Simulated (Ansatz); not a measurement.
# CH6GeO3: one species, many methods

One table from this session's results is given with a row withheld; the runs are named, their logs left out.

Computed with Ansatz 0.2.0, Gaussian basis. Level: functionals in def2-TZVPP, the program's frozen cores in correlated methods.

The runs, in order: LDA (SPW92), PBE-D4, revPBE-D4, BLYP-D4, r2SCAN-D4, B97M-V, PBE0-D4, B3LYP-D4, r2SCANh-D4, r2SCAN0-D4, HSE06-D4, BHLYP-D4, CAM-B3LYP-D4, LC-ωPBE, ωB97X-V, ωB97M-V, B2PLYP, PBE-QIDH; CCSD(T)/def2-SVP; CCSD(T)/def2-TZVPP; MP2/def2-QZVPP; extrapolation to the limit; RPA on PBE.

### The geometry

An earlier PBE0-D4 in a triple-zeta def2 set relaxation fixed the geometry.

SMILES `[CH3][Ge]([OH])([OH])[OH]`, 11 atoms, charge 0, spin multiplicity 1.

Atoms are counted from 1 here; the program's logs count them from 0.

Bond lengths: C1–Ge2 1.921 Å, C1–H6 1.090 Å, C1–H7 1.090 Å, C1–H8 1.090 Å, Ge2–O3 1.773 Å, Ge2–O4 1.773 Å, Ge2–O5 1.773 Å, O3–H9 0.961 Å, O4–H10 0.961 Å, O5–H11 0.961 Å. Angles: Ge2–C1–H6 109.6°, Ge2–C1–H7 109.6°, Ge2–C1–H8 109.6°, H6–C1–H7 109.3°, H6–C1–H8 109.3°, H7–C1–H8 109.3°, C1–Ge2–O3 111.5°, C1–Ge2–O4 111.5°, C1–Ge2–O5 111.5°, O3–Ge2–O4 107.4°, O3–Ge2–O5 107.4°, O4–Ge2–O5 107.4°, Ge2–O3–H9 111.1°, Ge2–O4–H10 111.1°, Ge2–O5–H11 111.1°.

As a file:

```xyz
11
charge 0, multiplicity 1
C    -1.53689    0.45251    0.37909
Ge    0.25594   -0.07941   -0.05931
O     1.32488    0.01715    1.35236
O     0.94958    0.95503   -1.32167
O     0.31035   -1.74954   -0.65295
H    -1.51615    1.40021    0.91691
H    -2.11782    0.56946   -0.53560
H    -2.00112   -0.30821    1.00648
H     1.80517   -0.80504    1.47886
H     1.80781    1.29531   -1.05643
H     0.78365   -1.80436   -1.48702
```

Set-up of the first run:

Input file in.yaml:

```yaml
crystal:
  periodic: [false, false, false]
  atoms:
    - {symbol: C, position_ang: [-1.536895, 0.452508, 0.379090]}
    - {symbol: Ge, position_ang: [0.255937, -0.079412, -0.059312]}
    - {symbol: O, position_ang: [1.324883, 0.017152, 1.352361]}
    - {symbol: O, position_ang: [0.949580, 0.955035, -1.321675]}
    - {symbol: O, position_ang: [0.310350, -1.749540, -0.652953]}
    - {symbol: H, position_ang: [-1.516148, 1.400206, 0.916907]}
    - {symbol: H, position_ang: [-2.117817, 0.569462, -0.535600]}
    - {symbol: H, position_ang: [-2.001123, -0.308209, 1.006475]}
    - {symbol: H, position_ang: [1.805175, -0.805044, 1.478856]}
    - {symbol: H, position_ang: [1.807805, 1.295307, -1.056427]}
    - {symbol: H, position_ang: [0.783652, -1.804364, -1.487022]}
basis:
  gaussian: {orbitals: def2-TZVPP}
hamiltonian: {xc: lda}
output: {orbitals: {seedname: orbitals}}
```

Started as:

```console
> ansatz run in.yaml --threads 4 --pin off --events-out ev --progress --plain --max-ram 10444MiB
```

Among the steps run: LDA; PBE-D4 (GGA); revPBE-D4 (GGA); BLYP-D4 (GGA); r2SCAN-D4 (meta-GGA); B97M-V (meta-GGA); PBE0-D4 (hybrid); B3LYP-D4 (hybrid); r2SCANh-D4 (hybrid); r2SCAN0-D4 (hybrid); HSE06-D4 (hybrid); BHLYP-D4 (hybrid); CAM-B3LYP-D4 (range-separated); LC-ωPBE (range-separated); ωB97X-V (range-separated); ωB97M-V (range-separated); B2PLYP (double hybrid); PBE-QIDH (double hybrid).

One of the session's tables, all rows but one given; the rest of the session is left out.

It belongs to the step «Orbital energies across the functionals». 

| functional | HOMO (eV) | gap (eV) |
| --- | --- | --- |
| LDA (SPW92) | -7.09 | 6.24 |
| PBE-D4 | -6.89 | 6.23 |
| revPBE-D4 | -6.82 | 6.25 |
| BLYP-D4 | -6.80 | 6.09 |
| r2SCAN-D4 | -7.26 | 7.18 |
| B97M-V | -7.35 | 6.92 |
| PBE0-D4 | -8.51 | 8.76 |
| B3LYP-D4 | -8.26 | 8.12 |
| r2SCANh-D4 | -7.87 | 8.08 |
| r2SCAN0-D4 | -8.77 | 9.41 |
| HSE06-D4 | -8.11 | 7.99 |
| BHLYP-D4 | -10.03 | 10.95 |
| CAM-B3LYP-D4 | -9.98 | 11.01 |
| LC-ωPBE | -11.33 | 13.74 |
| ωB97X-V | -10.97 | 13.15 |
| ωB97M-V | ? | ? |

**Question.** Estimate the row for ωB97M-V.

As computed: HOMO (eV): -10.88; gap (eV): 12.66. In the column «HOMO (eV)» it lies between ωB97X-V (-10.97) and BHLYP-D4 (-10.03).
